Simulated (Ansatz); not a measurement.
# Ta: the cost of one run

Method: DFT PBE, scalar-relativistic, plane waves, PAW, in Ansatz 0.2.0.

1 further run of the same task is left out (set aside as unsound or not needed).

## 1. The structure to begin with

Symmetry: Im-3m, No. 229, cubic system. The conventional cell has a = 3.303 Å, b = 3.303 Å, c = 3.303 Å, α = 90.00°, β = 90.00°, γ = 90.00°. Ta (site symmetry m-3m) is surrounded by 8 Ta at 2.86 Å.

As a file:

```xyz
1
Lattice="-1.6513 1.6513 1.6513 1.6513 -1.6513 1.6513 1.6513 1.6513 -1.6513" Properties=species:S:1:pos:R:3 pbc="T T T"
Ta    0.0000    0.0000    0.0000
```

The structure comes from the Crystallography Open Database.

(A quick probe on a coarse mesh, which set the mesh and smearing, is not shown.)

## 3. Relaxing cell and atoms

The input, input.yaml:

```yaml
crystal:
  lattice:
    - [-1.65128, 1.65128, 1.65128]
    - [1.65128, -1.65128, 1.65128]
    - [1.65128, 1.65128, -1.65128]
  atoms:
    - { symbol: Ta, position: [0.0, 0.0, 0.0] }
basis:
  ecutwfc: 420
kpoints:
  mp_grid: { grid: [18, 18, 18] }
hamiltonian:
  xc: pbe
scf:
  occupations: { method: gaussian, width: 0.1 }
output:
  forces: true
  stress: true
  eigenvalues: true
  write_density: true
  write_potential: true
  elf: true
  volumetric_format: npy
relax:
  adjacent_minimum: "off"
  f_tol: 0.005
  max_steps: 80
  cell: { stress_tol: 0.05 }
```

Launch:

```
$ ansatz run input.yaml --threads 2 --pin off --max-ram 5120MiB --backend cpu --events-out ev --progress --plain --runs-dir out
```

What time and memory should one allow on 2 threads of Arm Neoverse V2, shared host?

About 5.4 s, with a peak of 0.31 GiB.
